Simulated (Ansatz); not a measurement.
Task: a polarisability from point charges of C2H3BrGe, SMILES Br[C]1=[CH][GeH2]1, with the Python package of Ansatz (0.2.0). Give the script and its output. Level of theory (for the species named): PBE, def2-SVPD basis, multiplicity 1, D4 dispersion.

Input file `c2h3brge.xyz`:
```text
7

Br   -1.66760   -2.17730    0.24850
C    -0.40370   -0.75540    0.15830
C     0.92110   -0.33330    0.48300
Ge    0.07700    0.94010   -0.39280
H     1.90060   -0.60090    0.94410
H    -0.84780    1.93350    0.44760
H     0.08150    0.92540   -1.93440
```

`run_field.py`
```python
"""Dipole of C2H3BrGe in the field of point charges."""

from dataclasses import dataclass

import ansatz as az
import numpy as np


@dataclass(frozen=True)
class Settings:
    basis: str = "def2-SVPD"
    xc: str = "PBE"
    dispersion: str = "d4"


cfg = Settings()

c2h3brge = az.Crystal.molecule_from_extxyz("c2h3brge.xyz")

calculation = (
    c2h3brge.calculation()
    .basis(gaussian=cfg.basis)
    .functional(cfg.xc, dispersion=cfg.dispersion)
    .forces()
)
# charges +q and -q at -R and +R make a nearly even field 2 k q / R^2 at the centre
centre = np.mean([site.position_ang for site in c2h3brge.cartesian_sites], axis=0)
field = 2 * 14.399645 * 3.0 / 25.0 ** 2


def dipole(axis, sign):
    arm = 25.0 * np.eye(3)[axis]
    pair = [{"charge": sign * 3.0, "position_ang": (centre - arm).tolist()}, {"charge": -sign * 3.0, "position_ang": (centre + arm).tolist()}]
    deck = calculation.input().set(az.key.basis.gaussian.point_charges, pair)
    return np.array(az.Session.from_dict(deck).plan().execute().report["charge_distribution"]["dipole_moment_e_ang"])


print(f"field {field:.4f} V/A")
alpha = np.array([(dipole(axis, 1) - dipole(axis, -1)) / (2 * field) * 14.399645 for axis in range(3)])
print("polarisability tensor (A^3)")
print(np.array2string(alpha, precision=3, suppress_small=True))
print(f"mean {np.trace(alpha) / 3:.3f} A^3 = {np.trace(alpha) / 3 / 0.14818471:.2f} bohr^3")
```

```console
$ python run_field.py
field 0.1382 V/A
polarisability tensor (A^3)
[[12.163  2.827 -0.049]
 [ 2.86  14.632 -1.068]
 [-0.056 -1.069  9.478]]
mean 12.091 A^3 = 81.59 bohr^3
```

The geometry is a force-field or estimated start, not a minimum of this method, and the basis set is short of its limit. The field of two point charges is only nearly even. The whole script took 33 s on 1 thread of Arm Neoverse V1 (shared host), peak memory 0.27 GiB.

(Lines on the test bed's own set-up are left out of the output.)
